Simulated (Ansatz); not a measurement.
**WSiH2+ (quartet): the correlation ladder at a displaced geometry (v1), def2-SVP**

An exercise on one series of results from a longer session: the logs are not shown, and one member is left open.

The runs use Ansatz 0.2.0, Gaussian basis; def2-SVP, core rule «outside noble gas», up to 9 orbitals frozen.

The runs, in order: UHF; CCSD(T) on ROHF; CCSD(T) on UHF; CISD as a restricted active space (open shells left free, so some higher excitations enter); CCSDT(Q) on ROHF.

22 further runs of the same task are left out: 3 for a known fault of the program, 10 that didn't finish, 9 set aside as unsound or not needed. Runs told in other sessions of the task aren't counted.

## What is computed

The geometry is a PBE0/def2-TZVP stationary point (not a proven minimum) with its atoms shifted at random (size 0.040 Å). No spin-orbit coupling is included. Elements past krypton take def2 core potentials.

4 atoms, charge 1, spin multiplicity 4.

Atoms are counted from 1 here; the program's logs count them from 0.

Bond lengths: W1–Si2 2.374 Å, Si2–H3 1.555 Å, Si2–H4 1.496 Å. Angles: W1–Si2–H3 123.1°, W1–Si2–H4 124.0°, H3–Si2–H4 112.8°.

Set-up of the first run:

File in.yaml:

```yaml
crystal:
  periodic: [false, false, false]
  atoms:
    - {symbol: W, position_ang: [-0.000595, 0.002008, 0.341928]}
    - {symbol: Si, position_ang: [0.007338, -0.014134, -2.031857]}
    - {symbol: H, position_ang: [0.003428, 1.283378, -2.889209]}
    - {symbol: H, position_ang: [-0.099349, -1.255841, -2.859406]}
basis:
  gaussian: {orbitals: def2-SVP}
total_charge: 1
magnetization: {spin_polarized: true, initial_magnetization: 3}
hamiltonian: {xc: hf}
output: {orbitals: {seedname: orbitals}}
```

Run with:

```
> ansatz run in.yaml --threads 1 --pin off --events-out ev --progress --plain --max-ram 2393MiB
```

Among the steps run: UHF; CCSD(T) on ROHF; CCSD(T) on UHF; CISD as a restricted active space (open shells left free, so some higher excitations enter); CCSDT(Q) on ROHF.

One of the session's tables, all rows but one given; the rest of the session is left out.

| method | from RCCSDT(Q) (meV) |
| --- | --- |
| ROHF | +6234.6 |
| RMP2 | ? |
| UMP2 | +1818.7 |
| CISD | +954.6 |
| RCCSD | +343.4 |
| UCCSD | +410.5 |
| RCCSD(T) | +72.6 |
| UCCSD(T) | -269.0 |
| RCCSDT | +23.1 |
| RCCSDT(Q) | 0 |

**Question.** Estimate the row for RMP2.

As computed: from RCCSDT(Q) (meV): +1326.5. In the column «from RCCSDT(Q) (meV)» it lies between CISD (+954.6) and UMP2 (+1818.7).

Left out of the table: UHF (another determinant or state than the rows shown).

The program flags UCCSD(T) as in doubt (see the logs), so read those rows with care; the flags are other amplitudes.

Caveats from the session: The determinant of HF (⟨S²⟩ 4.61) is far from a pure spin state, so its energy mixes those of several spin states; that is harmless only where they are near-degenerate. The determinant of CCSD(T) (⟨S²⟩ 4.76) is far from a pure spin state, so its energy mixes those of several spin states; high orders of coupled cluster remove much of that, low ones don't. The program flags UCCSD(T) as in doubt, so read those rows with care; the flags are other amplitudes. Warnings: spin contamination; coupled cluster took another determinant than the lowest; large T1 diagnostic. Restricted and unrestricted rows rest on different reference determinants; a gap between their highest levels can come from leftover correlation error, from unlike frozen cores or from another state.
